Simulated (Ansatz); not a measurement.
# BClH₅NSi: basis-set convergence

The task here is to estimate one member of a computed series from the others.

Computed with Ansatz 0.2.0, Gaussian basis. Level: one geometry, several basis sets.

The runs, in order: PBE0-D4/def2-SVP; ωB97M-V/def2-SVP; PBE0-D4/def2-QZVPP; ωB97M-V/def2-QZVPP; the functionals' def2-TZVPP values are taken from earlier runs.

**Structure used throughout**

All runs share one geometry, relaxed beforehand with PBE0-D4 in a triple-zeta def2 set.

SMILES `BN[SiH2]Cl`, 9 atoms, charge 0, spin multiplicity 1.

Atoms are counted from 1 here; the program's logs count them from 0.

Bond lengths: B1–N2 1.403 Å, B1–H5 1.197 Å, B1–H6 1.196 Å, N2–Si3 1.730 Å, N2–H7 1.011 Å, Si3–Cl4 2.055 Å, Si3–H8 1.480 Å, Si3–H9 1.475 Å. Angles: N2–B1–H5 118.7°, N2–B1–H6 119.6°, H5–B1–H6 121.6°, B1–N2–Si3 125.7°, B1–N2–H7 117.2°, Si3–N2–H7 117.1°, N2–Si3–Cl4 111.1°, N2–Si3–H8 110.0°, N2–Si3–H9 108.1°, Cl4–Si3–H8 106.1°, Cl4–Si3–H9 108.6°, H8–Si3–H9 113.0°.

Set-up of the first run:

Input file in.yaml:

```yaml
crystal:
  periodic: [false, false, false]
  atoms:
    - {symbol: B, position_ang: [-0.106021, 1.571541, 0.033628]}
    - {symbol: N, position_ang: [-0.041056, 0.289577, 0.599164]}
    - {symbol: Si, position_ang: [-0.027538, -1.200389, -0.279158]}
    - {symbol: Cl, position_ang: [1.841063, -2.055996, -0.253395]}
    - {symbol: H, position_ang: [-0.168519, 1.672338, -1.157473]}
    - {symbol: H, position_ang: [-0.103888, 2.533028, 0.745553]}
    - {symbol: H, position_ang: [0.022459, 0.230998, 1.606651]}
    - {symbol: H, position_ang: [-0.934104, -2.175702, 0.366146]}
    - {symbol: H, position_ang: [-0.393796, -0.911693, -1.678218]}
basis:
  gaussian: {orbitals: def2-SVP}
hamiltonian: {xc: pbe0, dispersion: d4}
output: {orbitals: {seedname: orbitals}}
```

Steps of the session up to this table: PBE0-D4 in def2-SVP; ωB97M-V in def2-SVP; PBE0-D4 in def2-QZVPP; ωB97M-V in def2-QZVPP.

One of the session's tables, all rows but one given; the rest of the session is left out.

It belongs to the step «Functionals by basis». 

```
functional       basis  HOMO (eV)  LUMO (eV)
   PBE0-D4    def2-SVP      -8.80      -0.30
   PBE0-D4  def2-TZVPP      -8.92      -0.49
   PBE0-D4  def2-QZVPP      -8.95      -0.55
   ωB97M-V    def2-SVP     -11.01       1.78
   ωB97M-V  def2-TZVPP          ?          ?
   ωB97M-V  def2-QZVPP     -11.21       1.18
```

**Question.** Estimate the row for ωB97M-V, def2-TZVPP.

The run gave: HOMO (eV): -11.18; LUMO (eV): 1.39. In the column «HOMO (eV)» it lies between ωB97M-V, def2-QZVPP (-11.21) and ωB97M-V, def2-SVP (-11.01).
